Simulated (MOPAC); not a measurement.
**PM7 run of CH4BClO2Si (SMILES CO[Si]1(Cl)BO1)**

We compute a structure relaxation of CH4BClO2Si. 

The calculation is run with MOPAC 23.2.5.

8 further runs of the same task are left out: 1 that didn't finish, 7 set aside as unsound or not needed.

### 1 The system as given

CH4BClO2Si: 10 atoms, total charge 0, spin state singlet. As SMILES, `CO[Si]1(Cl)BO1`. The shape comes from a force field and isn't a relaxed structure. This is one conformer, not always the lowest. The run starts from this shape.

Bond lengths: C1–O2 1.462 Å, O2–Si3 1.715 Å, Si3–Cl4 2.041 Å, Si3–B5 2.022 Å, Si3–O6 1.686 Å, B5–O6 1.469 Å, C1–H7 1.089 Å, C1–H8 1.081 Å, C1–H9 1.151 Å, B5–H10 1.171 Å. Some angles: C1–O2–Si3 108.4°, O2–Si3–Cl4 119.8°, O2–Si3–B5 118.7°, O2–Si3–O6 109.6°, Cl4–Si3–B5 121.3°, Cl4–Si3–O6 108.1°, B5–Si3–O6 45.6°, Si3–B5–O6 55.0°, Si3–O6–B5 79.4°, O2–C1–H7 110.6°.

### 2 A geometry optimisation at PM7

mol.xyz reads:

```xyz
10
PM7 optimise
C     -0.420500    -1.652000    -0.203500
O     -0.865400    -0.360400    -0.725000
Si    -0.293200     0.872500     0.320300
Cl    -1.449900     1.496400     1.882500
B      1.459800     1.781000    -0.117100
O      0.140400     2.227000    -0.585800
H      0.666900    -1.704200    -0.185500
H     -0.814500    -2.380200    -0.899100
H     -0.904300    -1.776900     0.833200
H      2.563800     1.445700    -0.317100
```

mol.mop reads:

```
PM7 CYCLES=200 EF AUX(PRECISION=6) THREADS=1
PM7 optimise

C  -0.42050 1 -1.65200 1 -0.20350 1
O  -0.86540 1 -0.36040 1 -0.72500 1
Si -0.29320 1  0.87250 1  0.32030 1
Cl -1.44990 1  1.49640 1  1.88250 1
B   1.45980 1  1.78100 1 -0.11710 1
O   0.14040 1  2.22700 1 -0.58580 1
H   0.66690 1 -1.70420 1 -0.18550 1
H  -0.81450 1 -2.38020 1 -0.89910 1
H  -0.90430 1 -1.77690 1  0.83320 1
H   2.56380 1  1.44570 1 -0.31710 1
```

Launch:

```
$ obabel mol.xyz -omop -xk "PM7 CYCLES=200 EF AUX(PRECISION=6) THREADS=1" -O mol.mop
$ mopac mol.mop
```

**Question.** What will come out? Wanted: dipole moment; HOMO energy; LUMO energy; HOMO–LUMO gap; heat of formation.

Answer, from the run:

Level: PM7.

| quantity | value |
| --- | --- |
| dipole moment | 4.26 D |
| HOMO energy | -9.19 eV |
| LUMO energy | -0.82 eV |
| HOMO–LUMO gap | 8.37 eV |
| heat of formation | -162.0 kcal/mol |

In words: At the final geometry: Bond lengths: C1–O2 1.406 Å, O2–Si3 1.566 Å, Si3–Cl4 1.995 Å, Si3–B5 2.002 Å, Si3–O6 1.707 Å, B5–O6 1.355 Å, C1–H7 1.099 Å, C1–H8 1.104 Å, C1–H9 1.102 Å, B5–H10 1.158 Å. Some angles: C1–O2–Si3 134.4°, O2–Si3–Cl4 116.7°, O2–Si3–B5 124.1°, O2–Si3–O6 114.9°, Cl4–Si3–B5 118.8°, Cl4–Si3–O6 115.6°, B5–Si3–O6 41.9°, Si3–B5–O6 57.3°, Si3–O6–B5 80.8°, O2–C1–H7 112.7°. The optimisation took 27 steps and changed the energy by -0.897 eV.
